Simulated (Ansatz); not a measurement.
**C₂H₆GeSe: small, medium and large basis sets**

Aim: see how fast density functionals converge with the basis set for C₂H₆GeSe.

Method: one geometry, several basis sets; program: Ansatz 0.2.0, Gaussian basis.

Plan: PBE0-D4/def2-SVP; ωB97M-V/def2-SVP; PBE0-D4/def2-QZVPP; ωB97M-V/def2-QZVPP; the functionals' def2-TZVPP values are taken from earlier runs.

### Step 1. Structure used throughout

The geometry comes from an earlier relaxation with PBE0-D4/def2-TZVP; it is a stationary point, not always the lowest conformer.

SMILES `C[C]([GeH3])=[Se]`, 10 atoms, charge 0, spin multiplicity 1.

Atoms are counted from 1 here; the program's logs count them from 0.

Bond lengths: C1–C2 1.487 Å, C1–H5 1.090 Å, C1–H6 1.097 Å, C1–H7 1.097 Å, C2–Ge3 1.967 Å, C2–Se4 1.761 Å, Ge3–H8 1.529 Å, Ge3–H9 1.541 Å, Ge3–H10 1.541 Å. Angles: C2–C1–H5 112.2°, C2–C1–H6 110.0°, C2–C1–H7 110.0°, H5–C1–H6 109.3°, H5–C1–H7 109.3°, H6–C1–H7 105.8°, C1–C2–Ge3 116.9°, C1–C2–Se4 123.0°, Ge3–C2–Se4 120.1°, C2–Ge3–H8 109.9°, C2–Ge3–H9 108.5°, C2–Ge3–H10 108.5°, H8–Ge3–H9 110.9°, H8–Ge3–H10 110.9°, H9–Ge3–H10 108.0°.

As a file:

```xyz
10
charge 0, multiplicity 1
C    -0.8127    1.1540   -0.3945
C    -0.4313   -0.2781   -0.5159
Ge    1.0055   -0.9188    0.6644
Se   -1.2009   -1.3834   -1.6499
H    -1.6128    1.4273   -1.0830
H     0.0602    1.7919   -0.5807
H    -1.1279    1.3723    0.6334
H     1.2640   -2.4040    0.4106
H     0.5832   -0.6752    2.1263
H     2.2727   -0.0860    0.3893
```

### Step 2. PBE0-D4 in def2-SVP

in.yaml reads:

```yaml
crystal:
  periodic: [false, false, false]
  atoms:
    - {symbol: C, position_ang: [-0.812718, 1.154028, -0.394506]}
    - {symbol: C, position_ang: [-0.431343, -0.278068, -0.515869]}
    - {symbol: Ge, position_ang: [1.005527, -0.918778, 0.664369]}
    - {symbol: Se, position_ang: [-1.200928, -1.383380, -1.649890]}
    - {symbol: H, position_ang: [-1.612830, 1.427253, -1.082956]}
    - {symbol: H, position_ang: [0.060178, 1.791853, -0.580702]}
    - {symbol: H, position_ang: [-1.127858, 1.372289, 0.633351]}
    - {symbol: H, position_ang: [1.264017, -2.404013, 0.410642]}
    - {symbol: H, position_ang: [0.583207, -0.675155, 2.126297]}
    - {symbol: H, position_ang: [2.272727, -0.086039, 0.389263]}
basis:
  gaussian: {orbitals: def2-SVP}
hamiltonian: {xc: pbe0, dispersion: d4}
output: {orbitals: {seedname: orbitals}}
```

Started as:

```sh
$ ansatz run in.yaml --threads 2 --pin off --events-out ev --progress --plain --max-ram 22528MiB --backend cpu
```

After this run come: ωB97M-V in def2-SVP; PBE0-D4 in def2-QZVPP; ωB97M-V in def2-QZVPP.

Q: Predict the results of all the runs planned. Wanted: PBE0-D4: double and triple zeta above quadruple; ωB97M-V: double and triple zeta above quadruple.

The runs gave:

```
                                       quantity           value
PBE0-D4: double and triple zeta above quadruple  20.15, 2.72 eV
ωB97M-V: double and triple zeta above quadruple  20.18, 2.64 eV
```

For PBE0-D4 the step from double to triple zeta gains 17.44 eV and the next only 2.72 eV. Total energies overstate the basis error of differences, where much of it tends to cancel.
